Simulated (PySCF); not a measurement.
# C2H6OSeSi: the cost of one run

Computed with PySCF 2.14.0, with density-fitted response routines of our own, on a single molecule in the gas phase. Atoms are numbered from 0 throughout.

## 1. The starting structure

11 atoms, charge 0, multiplicity 1; geometry from: PBE0-D3(BJ)/def2-SVP.

Bonds of the start (Å): C0–Se1 1.96, Se1–Si2 2.27, Si2–C3 1.94, C3–O4 1.20, C0–H5 1.10, C0–H6 1.10, C0–H7 1.10, Si2–H8 1.49, Si2–H9 1.50, C3–H10 1.13.

## 2. X-ray photoelectron lines: SCAN, X2C

The job: settings as JSON, then the geometry in Å.

```
{"job": {"kind": "xps"}, "charge": 0, "multiplicity": 1}
C     -2.357917     0.427331     0.221730
Se    -0.648809     1.365240     0.407210
Si     0.668988    -0.268567    -0.469010
C      2.485498     0.399218    -0.428677
O      3.372762    -0.237755    -0.936184
H     -2.555741     0.187121    -0.830775
H     -3.129996     1.117174     0.585114
H     -2.367961    -0.484380     0.833256
H      0.310745    -0.591919    -1.883384
H      0.609140    -1.532521     0.327906
H      2.704841     1.382087     0.076142
```

Method: delta-SCF UKS SCAN, pcX-2 on the ionised atom, pcseg-1 elsewhere, spin-free X2C.

The run is started by

```
> OMP_NUM_THREADS=1 python probes_run.py task.json out
```

One launch serves the whole session: the jobs run in the order shown.

Q: Estimate the wall time and peak memory of this first job on 1 thread of Arm Neoverse V1, shared host.

About 36 s, with a peak of 0.48 GiB.
